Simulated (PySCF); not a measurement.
# C₂H₉BN₂: NMR shifts at several levels of theory

Aim: compute the NMR shifts of C₂H₉BN₂ (`CNBNC`) at several levels, and see how far they spread and what each costs.

Computed with PySCF 2.14.0, with density-fitted response routines of our own, on a single molecule in the gas phase. Atoms count from 0, in the outputs and in this text.

**1. Starting geometry**

14 atoms, charge 0, multiplicity 1; geometry from: PBE0-D3(BJ)/def2-SVP.

Bonds of the start (Å): C0–N1 1.44, N1–B2 1.41, B2–N3 1.41, N3–C4 1.44, C0–H5 1.11, C0–H6 1.10, C0–H7 1.11, N1–H8 1.01, B2–H9 1.21, N3–H10 1.01, C4–H11 1.11, C4–H12 1.10, C4–H13 1.11.

**2. Shielding tensors: PBE0/pcSseg-1**

Job settings and geometry (Å):

```
{"job": {"kind": "nmr", "xc": "PBE0", "basis": "pcSseg-1", "pop": false}, "charge": 0, "multiplicity": 1}
C     -2.323461    -0.398525     0.968779
N     -1.245592    -0.472393     0.022199
B      0.033396     0.110304     0.170528
N      1.039650     0.010253    -0.817027
C      2.369678     0.546300    -0.730416
H     -2.645706    -1.393661     1.326690
H     -1.996296     0.174481     1.847764
H     -3.217099     0.108900     0.560581
H     -1.465051    -0.997623    -0.816159
H      0.279088     0.721825     1.190146
H      0.849173    -0.488721    -1.678259
H      3.149326    -0.237827    -0.748882
H      2.479640     1.093197     0.216524
H      2.597022     1.254806    -1.547865
```

Level: GIAO PBE0/pcSseg-1 NMR shielding, non-relativistic, gas phase.

Run with:

```bash
> OMP_NUM_THREADS=1 python probes_run.py task.json out
```

This one command runs all jobs of the session in turn.

The program printed:

```text
coarse grid: 10968 points
cycle   1  E = -215.6927043309  dE =  3.524e-01  |g| = 4.172e-01  |ddm| = 3.004e+00
cycle   2  E = -215.6856958860  dE =  7.008e-03  |g| = 4.765e-01  |ddm| = 7.347e-01
cycle   3  E = -215.7367442920  dE = -5.105e-02  |g| = 5.435e-02  |ddm| = 3.856e-01
cycle   4  E = -215.7373099017  dE = -5.656e-04  |g| = 1.852e-02  |ddm| = 4.560e-02
cycle   5  E = -215.7373887276  dE = -7.883e-05  |g| = 2.452e-03  |ddm| = 1.391e-02
cycle   6  E = -215.7373898771  dE = -1.150e-06  |g| = 8.775e-04  |ddm| = 2.069e-03
final grid: 103960 points
cycle   7  E = -215.7607534968  dE = -2.411e-05  |g| = 8.652e-03  |ddm| = 1.904e-02
cycle   8  E = -215.7607463619  dE =  7.135e-06  |g| = 1.047e-02  |ddm| = 1.353e-02
cycle   9  E = -215.7607714626  dE = -2.510e-05  |g| = 7.774e-04  |ddm| = 7.170e-03
cycle  10  E = -215.7607715940  dE = -1.313e-07  |g| = 1.630e-04  |ddm| = 5.431e-04
cycle  11  E = -215.7607715988  dE = -4.843e-09  |g| = 4.679e-05  |ddm| = 1.153e-04
cycle  12  E = -215.7607715993  dE = -5.058e-10  |g| = 1.275e-05  |ddm| = 4.640e-05
converged SCF energy = -215.7607715993

GIAO shielding tensors (ppm)
atom      isotropic    diamagn.    paramagn.     s11        s22        s33       span
  0 C      149.686     240.848     -91.161    128.195    135.501    185.363     57.168
  1 N      190.888     323.637    -132.749    124.648    206.282    241.733    117.085
  2 B       74.398     199.349    -124.951     44.942     83.145     95.107     50.165
  3 N      190.806     323.626    -132.820    124.536    206.256    241.627    117.091
  4 C      149.704     240.880     -91.175    128.167    135.608    185.337     57.170
  5 H       28.549      27.078       1.471     23.652     26.622     35.371     11.719
  6 H       28.470      28.630      -0.160     25.049     27.379     32.981      7.932
  7 H       28.542      27.072       1.471     23.617     26.633     35.377     11.759
  8 H       29.793      34.733      -4.941     22.121     30.738     36.520     14.399
  9 H       27.183      33.055      -5.872     25.635     26.892     29.021      3.386
 10 H       29.795      34.741      -4.946     22.115     30.754     36.516     14.400
 11 H       28.534      27.122       1.412     23.590     26.632     35.380     11.790
 12 H       28.472      28.642      -0.171     25.053     27.373     32.988      7.935
 13 H       28.556      27.064       1.492     23.675     26.629     35.363     11.688
```

Wall time 7.9 s (1 thread of Arm Neoverse V2, shared host); peak memory 0.62 GiB.

The references, computed at this level on geometries of the same kind, shield at (ppm): 1H TMS 31.27, 13C TMS 184.4, 15N NH3 265.7, 11B BF3·OEt2 100.7. Their shielding less the atom's gives the shift. The references are single molecules in the gas phase, so shifts against H2O, NH3, PH3, H3PO4 or CFCl3 are not on the usual liquid scales and can be off by tens of ppm. Atoms listed in one row are averaged.

```csv
atoms,environment,σ (ppm),δ (ppm),δ scaled to CDCl3
"C0, C4",methyl carbon bonded to N,149.7,34.7,33.2
H9,hydrogen on a boron bonded to 2 N,27.18,4.08,–
"H5, H6, H7, H11, H12, H13",hydrogen on a methyl carbon bonded to N,28.52,2.75,2.82
"H8, H10","hydrogen on a nitrogen bonded to C, B",29.79,1.47,–
"N1, N3","nitrogen bonded to C, B, H",190.8,74.8,–
B2,"boron bonded to 2 N, H",74.4,26.3,–
```

The scaled column applies a straight-line fit of computed shieldings to shifts measured in CDCl3 (root-mean-square error 0.21 ppm for H, 2.0 ppm for C).

**3. NMR shieldings: mPW1PW91/pcSseg-1**

Same as in step 2 but for these lines:

```diff
@@ -1,2 +1,2 @@
-{"job": {"kind": "nmr", "xc": "PBE0", "basis": "pcSseg-1", "pop": false}, "charge": 0, "multiplicity": 1}
+{"job": {"kind": "nmr", "xc": "mPW1PW91", "basis": "pcSseg-1", "pop": false}, "charge": 0, "multiplicity": 1}
 C     -2.323461    -0.398525     0.968779
```

Method: GIAO mPW1PW91/pcSseg-1 NMR shielding, non-relativistic, gas phase.

The program printed:

```text
coarse grid: 10968 points
cycle   1  E = -215.9039724267  dE =  3.522e-01  |g| = 4.248e-01  |ddm| = 3.005e+00
cycle   2  E = -215.8959700150  dE =  8.002e-03  |g| = 4.878e-01  |ddm| = 7.450e-01
cycle   3  E = -215.9491890969  dE = -5.322e-02  |g| = 5.457e-02  |ddm| = 3.922e-01
cycle   4  E = -215.9497622503  dE = -5.732e-04  |g| = 1.849e-02  |ddm| = 4.590e-02
cycle   5  E = -215.9498413388  dE = -7.909e-05  |g| = 2.486e-03  |ddm| = 1.408e-02
cycle   6  E = -215.9498425325  dE = -1.194e-06  |g| = 8.841e-04  |ddm| = 2.122e-03
final grid: 103960 points
cycle   7  E = -215.9744967662  dE = -2.492e-05  |g| = 6.414e-03  |ddm| = 1.728e-02
cycle   8  E = -215.9744929886  dE =  3.778e-06  |g| = 7.746e-03  |ddm| = 1.006e-02
cycle   9  E = -215.9745067384  dE = -1.375e-05  |g| = 5.716e-04  |ddm| = 5.282e-03
cycle  10  E = -215.9745068075  dE = -6.909e-08  |g| = 1.598e-04  |ddm| = 4.214e-04
cycle  11  E = -215.9745068122  dE = -4.752e-09  |g| = 4.149e-05  |ddm| = 1.059e-04
cycle  12  E = -215.9745068126  dE = -3.892e-10  |g| = 1.216e-05  |ddm| = 4.065e-05
converged SCF energy = -215.9745068126

GIAO shielding tensors (ppm)
atom      isotropic    diamagn.    paramagn.     s11        s22        s33       span
  0 C      148.695     240.744     -92.049    127.348    134.720    184.018     56.670
  1 N      190.015     323.865    -133.850    124.110    205.330    240.606    116.496
  2 B       74.338     199.328    -124.991     44.928     82.877     95.208     50.280
  3 N      189.933     323.854    -133.921    123.997    205.304    240.499    116.502
  4 C      148.713     240.775     -92.062    127.320    134.827    183.992     56.672
  5 H       28.608      27.107       1.501     23.740     26.690     35.394     11.654
  6 H       28.530      28.686      -0.156     25.115     27.440     33.035      7.920
  7 H       28.602      27.101       1.501     23.705     26.701     35.399     11.694
  8 H       29.859      34.793      -4.934     22.209     30.819     36.548     14.339
  9 H       27.264      33.144      -5.880     25.692     26.997     29.103      3.411
 10 H       29.861      34.801      -4.940     22.203     30.836     36.544     14.341
 11 H       28.593      27.153       1.441     23.678     26.700     35.402     11.724
 12 H       28.532      28.699      -0.167     25.119     27.434     33.043      7.924
 13 H       28.615      27.092       1.523     23.762     26.697     35.386     11.624
```

Run time: 8 s. Hardware: 1 thread of Arm Neoverse V2, shared host; peak memory 0.62 GiB.

In short: δ C0 34.8, N1 74.2, B2 26.5, H9 4.05, H5 2.74 ppm (means over like atoms).

**4. Nuclear shieldings: WP04/pcSseg-1**

Same as in step 3 but for these lines:

```diff
@@ -1,2 +1,2 @@
-{"job": {"kind": "nmr", "xc": "mPW1PW91", "basis": "pcSseg-1", "pop": false}, "charge": 0, "multiplicity": 1}
+{"job": {"kind": "nmr", "xc": "WP04", "basis": "pcSseg-1", "pop": false}, "charge": 0, "multiplicity": 1}
 C     -2.323461    -0.398525     0.968779
```

Level: GIAO WP04/pcSseg-1 NMR shielding, non-relativistic, gas phase.

The program printed:

```text
coarse grid: 10968 points
cycle   1  E = -221.2948584729  dE =  2.889e-01  |g| = 7.539e-01  |ddm| = 3.089e+00
cycle   2  E = -221.1798168891  dE =  1.150e-01  |g| = 1.038e+00  |ddm| = 1.312e+00
cycle   3  E = -221.4235407486  dE = -2.437e-01  |g| = 9.779e-02  |ddm| = 8.116e-01
cycle   4  E = -221.4255340436  dE = -1.993e-03  |g| = 2.776e-02  |ddm| = 7.903e-02
cycle   5  E = -221.4257133929  dE = -1.793e-04  |g| = 6.380e-03  |ddm| = 2.260e-02
cycle   6  E = -221.4257213107  dE = -7.918e-06  |g| = 2.154e-03  |ddm| = 5.020e-03
final grid: 103960 points
cycle   7  E = -221.4616696033  dE = -4.263e-05  |g| = 9.899e-03  |ddm| = 2.323e-02
cycle   8  E = -221.4616510065  dE =  1.860e-05  |g| = 1.340e-02  |ddm| = 1.519e-02
cycle   9  E = -221.4616928660  dE = -4.186e-05  |g| = 9.654e-04  |ddm| = 8.760e-03
cycle  10  E = -221.4616930493  dE = -1.833e-07  |g| = 2.653e-04  |ddm| = 6.617e-04
cycle  11  E = -221.4616930625  dE = -1.323e-08  |g| = 6.659e-05  |ddm| = 1.758e-04
cycle  12  E = -221.4616930633  dE = -7.960e-10  |g| = 3.284e-05  |ddm| = 6.370e-05
cycle  13  E = -221.4616930635  dE = -2.156e-10  |g| = 7.210e-06  |ddm| = 2.203e-05
converged SCF energy = -221.4616930635

GIAO shielding tensors (ppm)
atom      isotropic    diamagn.    paramagn.     s11        s22        s33       span
  0 C      136.129     241.441    -105.312    115.194    122.669    170.524     55.329
  1 N      179.489     326.041    -146.552    119.669    191.965    226.833    107.165
  2 B       68.507     200.048    -131.541     39.719     75.329     90.473     50.754
  3 N      179.412     326.027    -146.614    119.561    191.939    226.736    107.175
  4 C      136.144     241.476    -105.332    115.162    122.771    170.501     55.339
  5 H       28.977      27.254       1.723     24.496     27.130     35.304     10.808
  6 H       28.938      29.475      -0.537     25.660     27.874     33.279      7.618
  7 H       28.970      27.254       1.716     24.464     27.137     35.309     10.844
  8 H       30.139      35.235      -5.096     22.798     31.181     36.439     13.640
  9 H       28.100      34.418      -6.318     26.378     27.925     29.998      3.620
 10 H       30.142      35.244      -5.102     22.794     31.197     36.435     13.641
 11 H       28.961      27.327       1.634     24.439     27.134     35.310     10.871
 12 H       28.939      29.487      -0.548     25.664     27.868     33.285      7.621
 13 H       28.984      27.225       1.760     24.517     27.137     35.298     10.781
```

Wall time 8.3 s (1 thread of Arm Neoverse V2, shared host); peak memory 0.62 GiB.

In short: δ C0 36.3, N1 67.4, B2 27.2, H9 3.46, H5 2.60 ppm (means over like atoms).

**5. Nuclear shieldings: B97-2/pcSseg-1**

Same as in step 4 but for these lines:

```diff
@@ -1,2 +1,2 @@
-{"job": {"kind": "nmr", "xc": "WP04", "basis": "pcSseg-1", "pop": false}, "charge": 0, "multiplicity": 1}
+{"job": {"kind": "nmr", "xc": "B97-2", "basis": "pcSseg-1", "pop": false}, "charge": 0, "multiplicity": 1}
 C     -2.323461    -0.398525     0.968779
```

Level: GIAO B97-2/pcSseg-1 NMR shielding, non-relativistic, gas phase.

The program printed:

```text
coarse grid: 10968 points
cycle   1  E = -215.8844942885  dE =  3.277e-01  |g| = 4.336e-01  |ddm| = 3.014e+00
cycle   2  E = -215.8712792929  dE =  1.321e-02  |g| = 5.168e-01  |ddm| = 7.846e-01
cycle   3  E = -215.9317975675  dE = -6.052e-02  |g| = 5.582e-02  |ddm| = 4.216e-01
cycle   4  E = -215.9324195276  dE = -6.220e-04  |g| = 1.804e-02  |ddm| = 4.796e-02
cycle   5  E = -215.9324951291  dE = -7.560e-05  |g| = 2.660e-03  |ddm| = 1.405e-02
cycle   6  E = -215.9324965379  dE = -1.409e-06  |g| = 9.168e-04  |ddm| = 2.276e-03
final grid: 103960 points
cycle   7  E = -215.9484597408  dE = -4.024e-05  |g| = 2.358e-03  |ddm| = 1.903e-02
cycle   8  E = -215.9484598005  dE = -5.974e-08  |g| = 2.393e-03  |ddm| = 3.423e-03
cycle   9  E = -215.9484611222  dE = -1.322e-06  |g| = 2.899e-04  |ddm| = 1.586e-03
cycle  10  E = -215.9484611333  dE = -1.113e-08  |g| = 1.842e-04  |ddm| = 3.360e-04
cycle  11  E = -215.9484611409  dE = -7.599e-09  |g| = 3.936e-05  |ddm| = 1.486e-04
cycle  12  E = -215.9484611412  dE = -3.344e-10  |g| = 1.091e-05  |ddm| = 3.468e-05
converged SCF energy = -215.9484611412

GIAO shielding tensors (ppm)
atom      isotropic    diamagn.    paramagn.     s11        s22        s33       span
  0 C      148.771     240.731     -91.960    127.533    134.965    183.816     56.283
  1 N      190.922     323.784    -132.862    128.106    204.569    240.092    111.986
  2 B       76.148     199.499    -123.352     47.532     85.284     95.627     48.095
  3 N      190.842     323.772    -132.930    127.997    204.543    239.988    111.991
  4 C      148.788     240.763     -91.975    127.505    135.070    183.791     56.285
  5 H       28.657      27.153       1.504     23.823     26.747     35.400     11.577
  6 H       28.594      28.815      -0.221     25.213     27.500     33.070      7.857
  7 H       28.650      27.148       1.502     23.788     26.757     35.406     11.618
  8 H       29.935      34.852      -4.917     22.336     30.880     36.588     14.252
  9 H       27.390      33.351      -5.961     25.817     27.157     29.195      3.378
 10 H       29.937      34.860      -4.923     22.330     30.897     36.584     14.254
 11 H       28.642      27.202       1.439     23.761     26.755     35.409     11.648
 12 H       28.596      28.828      -0.232     25.217     27.494     33.077      7.860
 13 H       28.664      27.137       1.527     23.846     26.754     35.393     11.546
```

Wall time 7.9 s (1 thread of Arm Neoverse V2, shared host); peak memory 0.62 GiB.

Key values: δ C0 34.9, N1 72.0, B2 25.7, H9 3.99, H5 2.74 ppm (means over like atoms).

**6. NMR shieldings: BHandHLYP/pcSseg-1**

Same as in step 5 but for these lines:

```diff
@@ -1,2 +1,2 @@
-{"job": {"kind": "nmr", "xc": "B97-2", "basis": "pcSseg-1", "pop": false}, "charge": 0, "multiplicity": 1}
+{"job": {"kind": "nmr", "xc": "BHandHLYP", "basis": "pcSseg-1", "pop": false}, "charge": 0, "multiplicity": 1}
 C     -2.323461    -0.398525     0.968779
```

With the program's defaults for keys left out, this is: GIAO BHandHLYP/pcSseg-1 NMR shielding, non-relativistic, gas phase.

The program printed:

```text
coarse grid: 10968 points
cycle   1  E = -215.8363039596  dE =  4.754e-01  |g| = 3.631e-01  |ddm| = 2.965e+00
cycle   2  E = -215.8539113198  dE = -1.761e-02  |g| = 2.833e-01  |ddm| = 4.756e-01
cycle   3  E = -215.8704877136  dE = -1.658e-02  |g| = 4.867e-02  |ddm| = 2.165e-01
cycle   4  E = -215.8709481188  dE = -4.604e-04  |g| = 1.435e-02  |ddm| = 3.669e-02
cycle   5  E = -215.8709986511  dE = -5.053e-05  |g| = 1.245e-03  |ddm| = 1.189e-02
cycle   6  E = -215.8709991113  dE = -4.602e-07  |g| = 1.971e-04  |ddm| = 1.576e-03
final grid: 103960 points
cycle   7  E = -215.8930732745  dE = -1.307e-05  |g| = 3.486e-03  |ddm| = 9.322e-03
cycle   8  E = -215.8930737580  dE = -4.834e-07  |g| = 3.292e-03  |ddm| = 4.312e-03
cycle   9  E = -215.8930760974  dE = -2.339e-06  |g| = 1.980e-04  |ddm| = 2.036e-03
cycle  10  E = -215.8930761056  dE = -8.185e-09  |g| = 1.169e-04  |ddm| = 1.965e-04
cycle  11  E = -215.8930761087  dE = -3.085e-09  |g| = 1.480e-05  |ddm| = 8.116e-05
cycle  12  E = -215.8930761088  dE = -7.185e-11  |g| = 4.719e-06  |ddm| = 1.998e-05
converged SCF energy = -215.8930761088

GIAO shielding tensors (ppm)
atom      isotropic    diamagn.    paramagn.     s11        s22        s33       span
  0 C      150.123     239.205     -89.082    129.787    136.204    184.379     54.591
  1 N      195.094     324.109    -129.014    130.113    208.560    246.610    116.496
  2 B       74.874     197.926    -123.052     45.401     83.319     95.901     50.501
  3 N      195.014     324.098    -129.084    129.999    208.535    246.507    116.507
  4 C      150.142     239.239     -89.097    129.761    136.310    184.354     54.594
  5 H       28.771      27.156       1.616     23.850     26.861     35.603     11.753
  6 H       28.673      28.636       0.037     25.146     27.580     33.293      8.146
  7 H       28.766      27.151       1.615     23.817     26.873     35.608     11.791
  8 H       30.106      34.847      -4.742     22.158     31.101     37.059     14.901
  9 H       27.485      33.233      -5.748     25.804     27.377     29.274      3.470
 10 H       30.109      34.856      -4.747     22.154     31.118     37.055     14.902
 11 H       28.758      27.201       1.557     23.791     26.873     35.611     11.820
 12 H       28.675      28.649       0.026     25.150     27.574     33.300      8.150
 13 H       28.777      27.142       1.635     23.871     26.866     35.595     11.724
```

Wall time 7.9 s (1 thread of Arm Neoverse V2, shared host); peak memory 0.62 GiB.

This run: δ C0 33.8, N1 70.0, B2 29.7, H9 3.96, H5 2.71 ppm (means over like atoms).

**7. Nuclear shieldings: CAM-B3LYP/pcSseg-1**

Same as in step 6 but for these lines:

```diff
@@ -1,2 +1,2 @@
-{"job": {"kind": "nmr", "xc": "BHandHLYP", "basis": "pcSseg-1", "pop": false}, "charge": 0, "multiplicity": 1}
+{"job": {"kind": "nmr", "xc": "CAM-B3LYP", "basis": "pcSseg-1", "pop": false}, "charge": 0, "multiplicity": 1}
 C     -2.323461    -0.398525     0.968779
```

With the program's defaults for keys left out, this is: GIAO CAM-B3LYP/pcSseg-1 NMR shielding, non-relativistic, gas phase.

The program printed:

```text
coarse grid: 10968 points
cycle   1  E = -215.8410870777  dE =  4.647e-01  |g| = 3.952e-01  |ddm| = 2.971e+00
cycle   2  E = -215.8511895066  dE = -1.010e-02  |g| = 3.736e-01  |ddm| = 5.279e-01
cycle   3  E = -215.8791527715  dE = -2.796e-02  |g| = 4.237e-02  |ddm| = 2.476e-01
cycle   4  E = -215.8795086657  dE = -3.559e-04  |g| = 1.520e-02  |ddm| = 3.564e-02
cycle   5  E = -215.8795641440  dE = -5.548e-05  |g| = 1.595e-03  |ddm| = 1.296e-02
cycle   6  E = -215.8795648630  dE = -7.190e-07  |g| = 5.154e-04  |ddm| = 2.024e-03
final grid: 103960 points
cycle   7  E = -215.9140489507  dE = -2.177e-05  |g| = 4.852e-03  |ddm| = 1.096e-02
cycle   8  E = -215.9140491279  dE = -1.772e-07  |g| = 4.942e-03  |ddm| = 5.909e-03
cycle   9  E = -215.9140543009  dE = -5.173e-06  |g| = 3.115e-04  |ddm| = 2.907e-03
cycle  10  E = -215.9140543191  dE = -1.818e-08  |g| = 1.566e-04  |ddm| = 2.600e-04
cycle  11  E = -215.9140543245  dE = -5.377e-09  |g| = 1.896e-05  |ddm| = 1.093e-04
cycle  12  E = -215.9140543246  dE = -1.144e-10  |g| = 5.171e-06  |ddm| = 2.605e-05
converged SCF energy = -215.9140543246

GIAO shielding tensors (ppm)
atom      isotropic    diamagn.    paramagn.     s11        s22        s33       span
  0 C      148.138     239.531     -91.393    127.057    133.252    184.105     57.047
  1 N      191.858     323.078    -131.220    126.305    205.481    243.789    117.484
  2 B       70.900     198.416    -127.516     40.067     79.357     93.277     53.211
  3 N      191.778     323.067    -131.288    126.193    205.456    243.686    117.493
  4 C      148.158     239.564     -91.407    127.029    133.363    184.081     57.052
  5 H       28.627      27.106       1.522     23.766     26.762     35.354     11.588
  6 H       28.529      28.674      -0.145     25.114     27.471     33.001      7.886
  7 H       28.622      27.101       1.521     23.732     26.774     35.359     11.627
  8 H       29.918      34.603      -4.685     22.216     30.964     36.574     14.359
  9 H       27.247      33.217      -5.970     25.742     26.860     29.140      3.397
 10 H       29.921      34.611      -4.690     22.211     30.981     36.571     14.360
 11 H       28.613      27.153       1.460     23.705     26.774     35.361     11.656
 12 H       28.531      28.685      -0.155     25.118     27.465     33.008      7.889
 13 H       28.634      27.090       1.544     23.788     26.768     35.346     11.558
```

Wall time 11 s (1 thread of Arm Neoverse V2, shared host); peak memory 0.64 GiB.

In short: δ C0 34.3, N1 75.5, B2 28.4, H9 4.08, H5 2.74 ppm (means over like atoms).

[end of part 1 of 2]
